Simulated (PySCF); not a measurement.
**A gas-phase reaction: BH3O2S + BCl3 → B2Cl2H2O2S + ClH**

Wanted: the reaction energy for `OB(O)S` + `ClB(Cl)Cl` → `OB(O)SB(Cl)Cl` + `Cl`.

Computed with PySCF 2.14.0; each step states its level. No surroundings beyond the atoms listed, unless a continuum is named. Atoms count from 0, parts from 1.

## 1. Starting point

Each species was relaxed by itself at PBE0-D3(BJ)/def2-SVPD.

## 2. Energies of the species: wB97M-D3(BJ)/def2-TZVP

Job settings and geometry (Å):

```
{"job": {"kind": "react", "xc": "wB97M-D3(BJ)", "basis": "def2-TZVP"}, "charge": 0, "multiplicity": 1}
-1 BH3O2S charge 0 multiplicity 1
O      1.410000    -0.871320     0.146420
B      0.242840    -0.192520     0.020340
O      0.264690     1.169950    -0.035130
S     -1.267340    -1.230340    -0.061340
H      2.173970    -0.288300     0.186550
H     -0.585710     1.602070    -0.123760
H     -2.157640    -0.223060    -0.180840

-1 BCl3 charge 0 multiplicity 1
Cl    -0.332800    -0.518410     1.626800
B      0.012080     0.002180    -0.001460
Cl     1.065700    -0.947880    -1.015490
Cl    -0.697630     1.471800    -0.616010

+1 B2Cl2H2O2S charge 0 multiplicity 1
O     -1.216080    -0.738460     1.034980
B     -1.124010     0.117590    -0.000140
O     -2.188220     0.886610    -0.353080
S      0.401160     0.259450    -1.050680
B      1.803670    -0.463600    -0.179450
Cl     1.802740    -1.090980     1.449110
Cl     3.318290    -0.476210    -1.077850
H     -2.076700    -0.706370     1.465060
H     -2.044340     1.492660    -1.083740

+1 ClH charge 0 multiplicity 1
Cl     0.644620    -0.009090     0.006230
H     -0.643400     0.010230    -0.005980
```

With the program's defaults for keys left out, this is: wB97M-D3(BJ)/def2-TZVP reaction energy of separated species, gas phase.

On the command line:

```sh
$ OMP_NUM_THREADS=1 python cluster_run.py task.json out
```

This one command runs all jobs of the session in turn.

**Question.** The jobs that follow are: PBE0-D3(BJ)/def2-TZVP reaction energy of separated species, gas phase. Predict: reaction energy (wB97M-D3(BJ)/def2-TZVP); ΔH, ΔG at 298 K (xTB thermal terms). Thermal terms come from harmonic xTB runs on each species.

The runs gave:

```
                                                quantity                  value
                reaction energy (wB97M-D3(BJ)/def2-TZVP)          6.04 kcal/mol
                     ΔH, ΔG at 298 K (xTB thermal terms)    +6.0, +7.0 kcal/mol
range of the reaction energy over the runs of this table  4.90 to 6.04 kcal/mol
```

What this shows: The reaction is endothermic by 6.0 kcal/mol in the gas phase; dispersion gives -0.87, and xTB itself gave 3.43 for the electronic energy (xTB energies and thermal terms come from the earlier relaxation of each species, not shown). No barrier was sought. The reaction energy runs from 4.90 (PBE0-D3(BJ)/def2-TZVP) to 6.04 kcal/mol (wB97M-D3(BJ)/def2-TZVP).
